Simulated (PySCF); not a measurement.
# AlH4N: the cost of one run

Computed with PySCF 2.14.0; each step states its level. No surroundings beyond the atoms listed, unless a continuum is named. Atoms count from 0, parts from 1.

### Step 1. Starting point

Each species was relaxed by itself at PBE0-D3(BJ)/def2-SVPD.

### Step 2. Reaction energy: wB97M-D3(BJ)/def2-TZVPD

What the job is given:

```
{"job": {"kind": "react", "xc": "wB97M-D3(BJ)", "basis": "def2-TZVPD"}, "charge": 0, "multiplicity": 1}
-1 AlH4N charge 0 multiplicity 1
N      0.297850     0.527420     0.721840
Al    -0.266920    -0.469910    -0.641860
H      0.849330     1.371450     0.632570
H      0.118600     0.332100     1.698460
H      0.123030     0.000400    -2.104250
H     -1.121930    -1.761490    -0.306790

-1 H2 charge 0 multiplicity 1
H      0.379470    -0.022070     0.012120
H     -0.379470     0.022070    -0.012120

+1 AlH3 charge 0 multiplicity 1
Al     0.001000     0.002900    -0.000620
H     -0.907740    -1.167770    -0.575180
H      1.305370    -0.342830     0.839320
H     -0.394810     1.519300    -0.265720

+1 H3N charge 0 multiplicity 1
N      0.004680     0.001470     0.284490
H     -0.414860     0.846430    -0.092220
H     -0.521110    -0.784350    -0.086860
H      0.944300    -0.061000    -0.096410
```

With the program's defaults for keys left out, this is: wB97M-D3(BJ)/def2-TZVPD reaction energy of separated species, gas phase.

On the command line:

```console
OMP_NUM_THREADS=1 python cluster_run.py task.json out
```

One launch serves the whole session: the jobs run in the order shown.

Q: Estimate the wall time and peak memory of this first job on 1 thread of Arm Neoverse V1, shared host.

About 5.8 s, with a peak of 0.43 GiB.
